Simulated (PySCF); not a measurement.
# Au2H4O3 (Au2(O)1(H2O)2): the cost of one run

Computed with PySCF 2.14.0. Level: several levels, as the steps say, no spin–orbit coupling.

2 further runs of the same task are left out: 2 for a known fault of the program. Runs told in other sessions of the task aren't counted.

## (1) Where the work starts

9 atoms, charge 0, spin multiplicity 1.

Bond lengths: Au1–O3 1.920 Å, Au1–O4 2.163 Å, Au2–O3 1.920 Å, Au2–O7 2.163 Å, O4–H5 0.969 Å, O4–H6 0.969 Å, O7–H8 0.969 Å, O7–H9 0.969 Å. Angles: O3–Au1–O4 179.6°, O3–Au2–O7 179.6°, Au1–O3–Au2 180.0°, Au1–O4–H5 110.3°, Au1–O4–H6 110.3°, H5–O4–H6 105.9°, Au2–O7–H8 110.3°, Au2–O7–H9 110.3°, H8–O7–H9 105.9°.

Geometry (Å):

```xyz
9
Au2H4O3
Au    0.0000    0.0667    1.9184
Au    0.0000   -0.0667   -1.9184
O     0.0000    0.0000    0.0000
O     0.0000    0.1573    4.0793
H     0.7737   -0.3060    4.4348
H    -0.7737   -0.3060    4.4348
O     0.0000   -0.1573   -4.0793
H     0.7737    0.3060   -4.4348
H    -0.7737    0.3060   -4.4348
```

Formal oxidation states: Au +1. An earlier session relaxed this geometry at B3LYP, Au def2-SVP with ECP60, O def2-SVP, H def2-SVP (singlet, point group C2h).

At B3LYP on the finer grid: E = -499.429480 Eh, HOMO -4.45 eV, LUMO -1.41 eV, Mulliken charge on Au1 +0.09 e, largest force component 0.011 eV/Å. 

Levels to run: TPSS; HF; BP86; M06-L; B3LYP, TZVP; B3LYP, x2c-SVP. Hardware: 2 threads of Arm Neoverse V2, shared host.

## (2) TPSS

File run.py (the lines that set the calculation):

```python
mol = gto.M(atom='''
Au     0.00000     0.06673     1.91840
Au     0.00000    -0.06673    -1.91840
O      0.00000     0.00000     0.00000
O      0.00000     0.15731     4.07935
H      0.77372    -0.30599     4.43481
H     -0.77372    -0.30599     4.43481
O      0.00000    -0.15731    -4.07935
H      0.77372     0.30599    -4.43481
H     -0.77372     0.30599    -4.43481''',
    basis={'Au': 'def2-SVP', 'O': 'def2-SVP', 'H': 'def2-SVP'},
    ecp={'Au': 'def2-SVP'},
    charge=0, spin=0)
mf = dft.RKS(mol, xc='TPSS')
mf.grids.atom_grid = (75, 302)
mf = mf.density_fit()  # fitting sets: Au def2-universal-JKFIT, O def2-universal-JKFIT, H def2-universal-JKFIT
mf.conv_tol = 1e-08; mf.max_cycle = 55
mf.kernel(dm0)  # dm0: the density of the relaxed state
```

On the command line:

```bash
OMP_NUM_THREADS=2 python run.py
```

**Question.** How long does this run take on 2 threads of Arm Neoverse V2, shared host?

About 11 s.
